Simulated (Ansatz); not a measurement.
# CH4AlBS: the cost of one run

All numbers below are computed with Ansatz 0.2.0 (RKS PBE-D4/def2-SVP).

**1. Starting point**

Bond lengths: Al1–B2 2.045 Å, B2–C3 1.404 Å, C3–S4 1.777 Å, Al1–H5 1.567 Å, Al1–H6 1.567 Å, C3–H7 1.084 Å, S4–H8 1.335 Å. Angles: Al1–B2–C3 175.2°, B2–Al1–H5 125.4°, B2–Al1–H6 124.3°, H5–Al1–H6 110.3°, B2–C3–S4 127.8°, B2–C3–H7 124.2°, S4–C3–H7 107.9°, C3–S4–H8 96.8°.

As a file:

```xyz
8

Al   -0.3890    1.7646   -0.8619
B     0.4390    0.0968   -0.0176
C     0.8984   -1.0900    0.5750
S    -0.0686   -2.4636    1.1562
H    -0.3259    2.1375   -2.3823
H    -1.2311    2.8275   -0.0759
H     1.9425   -1.3166    0.7563
H    -1.2654   -1.9563    0.8504
```

**2. End point A**

Contents of input.yaml:

```yaml
crystal:
  periodic: [false, false, false]
  atoms:
    - { symbol: Al, position_ang: [-0.389, 1.76464, -0.86194] }
    - { symbol: B, position_ang: [0.439, 0.09681, -0.01763] }
    - { symbol: C, position_ang: [0.89844, -1.09005, 0.57498] }
    - { symbol: S, position_ang: [-0.06863, -2.46355, 1.15615] }
    - { symbol: H, position_ang: [-0.32589, 2.13753, -2.38229] }
    - { symbol: H, position_ang: [-1.23107, 2.82753, -0.07594] }
    - { symbol: H, position_ang: [1.94252, -1.31657, 0.75629] }
    - { symbol: H, position_ang: [-1.26537, -1.95634, 0.85038] }
basis:
  gaussian: { orbitals: def2-SVP }
hamiltonian:
  xc: pbe
  dispersion: d4
relax:
  f_tol: 0.015
  max_steps: 40
```

Started as:

```bash
$ ansatz run input.yaml --threads 1 --pin off --max-ram 2048MiB --backend cpu --events-out ev --progress --plain --runs-dir out
```

Q: Estimate wall time and peak memory on 1 thread of Arm Neoverse V2, shared host.

About 32 s, with a peak of 0.14 GiB.
